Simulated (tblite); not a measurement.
# C5H12B2N: the cost of one run

Programs: tblite 0.8.0 and PySCF 2.14.0, with density-fitted response routines of our own. Each step states its level of theory. These are calculated values for one molecule in the gas phase, unless marked as measured. Atoms are numbered from 0 throughout.

**1. Starting geometry**

20 atoms, charge 0, multiplicity 2; geometry from: force field or distance geometry start.

Bonds of the start (Å): B0–N1 1.51, N1–B2 1.54, B2–C3 1.59, C3–C4 1.49, C4–C5 1.31, N1–C6 1.44, C6–C7 1.52, B0–H8 1.18, B0–H9 1.17, B2–H10 1.21, C3–H11 1.09, C3–H12 1.13, C5–H13 1.10, C5–H14 1.09, C6–H15 1.10, C6–H16 1.11, C7–H17 1.11, C7–H18 1.10, C7–H19 1.10.

**2. Relaxing the molecule with GFN2-xTB**

What the job is given:

```
{"job": {"kind": "relax", "xc": "GFN2-xTB", "basis": "xTB"}, "charge": 0, "multiplicity": 2}
B     -0.719800    -1.439500     0.561100
N     -0.608800    -0.121400    -0.166600
B      0.570700    -0.100100    -1.158100
C      2.023200    -0.470700    -0.629900
C      2.228600     0.385500     0.569100
C      3.291800     1.096800     0.835800
C     -1.776900     0.273500    -0.910100
C     -2.928100     0.393700     0.074000
H     -0.879500    -1.451700     1.733600
H     -0.670000    -2.489100     0.040900
H      0.561300     0.890500    -1.846900
H      2.787200    -0.365800    -1.397800
H      1.965000    -1.556500    -0.329500
H      3.311100     1.699000     1.762000
H      4.185500     1.147200     0.214900
H     -2.053600    -0.471000    -1.670900
H     -1.625500     1.257200    -1.396600
H     -2.912400     1.398500     0.543400
H     -3.869100     0.315000    -0.499600
H     -2.885800    -0.380600     0.848700
```

The run is started by

```
> OMP_NUM_THREADS=1 python probes_run.py task.json out
```

This one command runs all jobs of the session in turn.

Q: Estimate the wall time of this first job on 1 thread of Arm Neoverse V1, shared host.

About 2 s.
